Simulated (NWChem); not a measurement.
# GeH2 (SMILES [GeH2]) at BHLYP/x2c-SVPall (DKH3)

Aim: the energy difference between two shapes of GeH2 at BHLYP/x2c-SVPall (DKH3), from 2 runs. 

The calculation is run with NWChem 7.3.0.

2 further runs of the same task are left out: 2 set aside as unsound or not needed.

### 1 The system as given

The species is GeH2 (3 atoms), meant as a singlet with charge 0. SMILES: `[GeH2]`. The shape is that of a PBE0-D4/def2-TZVP optimisation.

Bond lengths: Ge1–H2 1.594 Å, Ge1–H3 1.594 Å. Angles: H2–Ge1–H3 90.6°.

### 2 Energy and forces at BHLYP/x2c-SVPall (DKH3)

Contents of job.nw:

```
echo
start job
memory stack 880 mb heap 220 mb global 1100 mb
geometry noautoz
   Ge    -0.570100     0.405100    -0.263700
   H      0.783000     0.743600     0.509000
   H     -0.212900    -1.148700    -0.245300
end
basis "ao basis" spherical
   * library x2c-SVPall
end
relativistic
   douglas-kroll dk3
end
dft
   xc bhlyp
   grid medium
   maxiter 100
   mulliken
   noprint "final vectors analysis"
end
task dft gradient
```

Launch:

```
$ nwchem job.nw > job.out
```

What it wrote, shortened:

```text
[...]
 Group name             C2v
[...]
          Wavefunction type:  closed shell.
          No. of atoms     :     3
          No. of electrons :    34
[...]
          Charge           :     0
          Spin multiplicity:     1
[...]
          AO basis - number of functions:    42
[...]
              XC Information
              --------------
                        BHLYP Method XC Functional
                     Hartree-Fock (Exact) Exchange  0.500
                        Slater Exchange Functional  0.500 local
                    Becke 1988 Exchange Functional  0.500 non-local
              Lee-Yang-Parr Correlation Functional  1.000
[...]
 d= 0,ls=0.0,diis     1  -2099.4729377210 -2.12D+03  1.05D-02  8.22D-02     2.6
[...]
 d= 0,ls=0.0,diis     6  -2099.4839980996 -5.63D-08  5.34D-06  8.75D-09     7.4
         Total DFT energy =    -2099.483998099559
      One electron energy =    -2965.736843930531
           Coulomb energy =      925.681081700505
    Exchange-Corr. energy =      -80.901955068049
 Nuclear repulsion energy =       21.473719198515
[...]
      Total Density - Mulliken Population Analysis
     ---------------------------------------------
    Atom       Charge   Shell Charges
 -----------   ------   -------------------------------------------------------
    1 Ge  32    31.75   2.00  2.00  2.00  1.39  0.44  6.00  5.97  0.99  0.90  8.07  1.85  0.15
    2 H    1     1.13   0.71  0.41  0.01
    3 H    1     1.13   0.71  0.41  0.01
[...]
  wavefunction    = closed shell
[...]
                         DFT ENERGY GRADIENTS
    atom               coordinates                        gradient
                 x          y          z           x          y          z
   1 Ge      0.000000   0.000000  -0.124627    0.000000   0.000000  -0.004986
   2 H      -2.142481   0.000000   1.994039   -0.001662   0.000000   0.002493
   3 H       2.142481  -0.000000   1.994039    0.001662   0.000000   0.002493
[...]
```

It took 11 s on 1 thread of Intel Xeon at 2.80GHz (Skylake/Cascade Lake), shared host; peak memory 0.11 GiB.

### 3 The distorted shape, same level

Contents of geh2.nw:

```
start geh2
memory 2200 mb

geometry units au noautoz
  Ge -1.04178334  0.64609925 -0.55654135
  H   1.21115382  1.25513153  0.76566411
  H  -0.26073496 -1.95138978 -0.38242955
end

basis spherical
  * library x2c-SVPall
end

relativistic
  douglas-kroll dk3
end

dft
  xc bhlyp
  grid medium
  iterations 100
  mulliken
end

task dft gradient
```

Launch:

```
$ nwchem geh2.nw > geh2.out
```

What it wrote, shortened:

```text
[...]
 Group name             Cs
[...]
          Wavefunction type:  closed shell.
          No. of atoms     :     3
          No. of electrons :    34
[...]
          Charge           :     0
          Spin multiplicity:     1
[...]
          AO basis - number of functions:    42
[...]
              XC Information
              --------------
                        BHLYP Method XC Functional
                     Hartree-Fock (Exact) Exchange  0.500
                        Slater Exchange Functional  0.500 local
                    Becke 1988 Exchange Functional  0.500 non-local
              Lee-Yang-Parr Correlation Functional  1.000
[...]
 d= 0,ls=0.0,diis     1  -2099.4570491800 -2.12D+03  8.68D-03  8.24D-02     2.6
[...]
 d= 0,ls=0.0,diis     6  -2099.4673023831 -2.14D-08  3.70D-06  5.66D-09     7.3
         Total DFT energy =    -2099.467302383111
      One electron energy =    -2970.875339462754
           Coulomb energy =      928.410607656179
    Exchange-Corr. energy =      -80.975574772991
 Nuclear repulsion energy =       23.973004196455
[...]
      Total Density - Mulliken Population Analysis
     ---------------------------------------------
    Atom       Charge   Shell Charges
 -----------   ------   -------------------------------------------------------
    1 Ge  32    31.74   2.00  2.00  2.00  1.34  0.45  6.00  5.98  1.08  0.85  8.06  1.85  0.14
    2 H    1     1.13   0.77  0.35  0.01
    3 H    1     1.13   0.76  0.36  0.01
[...]
  wavefunction    = closed shell
[...]
                         DFT ENERGY GRADIENTS
    atom               coordinates                        gradient
                 x          y          z           x          y          z
   1 Ge     -0.016569  -0.114217   0.000000    0.018610   0.077233   0.000000
   2 H       2.097358   1.536899   0.000000   -0.056735  -0.035023   0.000000
   3 H      -1.567150   2.118046   0.000000    0.038124  -0.042210   0.000000
[...]
```

Run time: 12 s. Hardware: 1 thread of Intel Xeon at 2.80GHz (Skylake/Cascade Lake), shared host; peak memory 0.11 GiB.

### 4 Results

Level: BHLYP/x2c-SVPall (DKH3).

| quantity | value |
| --- | --- |
| first shape: total energy | -2099.48400 Eh |
| first shape: dipole moment | 0.19 D |
| first shape: largest force on an atom | 0.256 eV/Å |
| distorted shape: total energy | -2099.46730 Eh |
| distorted shape: dipole moment | 0.38 D |
| distorted shape: HOMO energy | -7.79 eV |
| distorted shape: LUMO energy | -1.98 eV |
| distorted shape: HOMO–LUMO gap | 5.81 eV |
| distorted shape: largest force on an atom | 4.085 eV/Å |
| energy change with the atoms displaced | 0.454 eV |

With the atoms displaced the energy rises by 0.45 eV (43.8 kJ/mol). The first shape isn't relaxed at this level, so the change isn't measured from a minimum. The largest force (first shape) is 0.26 eV/Å: the shape isn't a stationary point for this species at this level. Mulliken charges (first shape) run from -0.13 on H2 to +0.25 on Ge1.
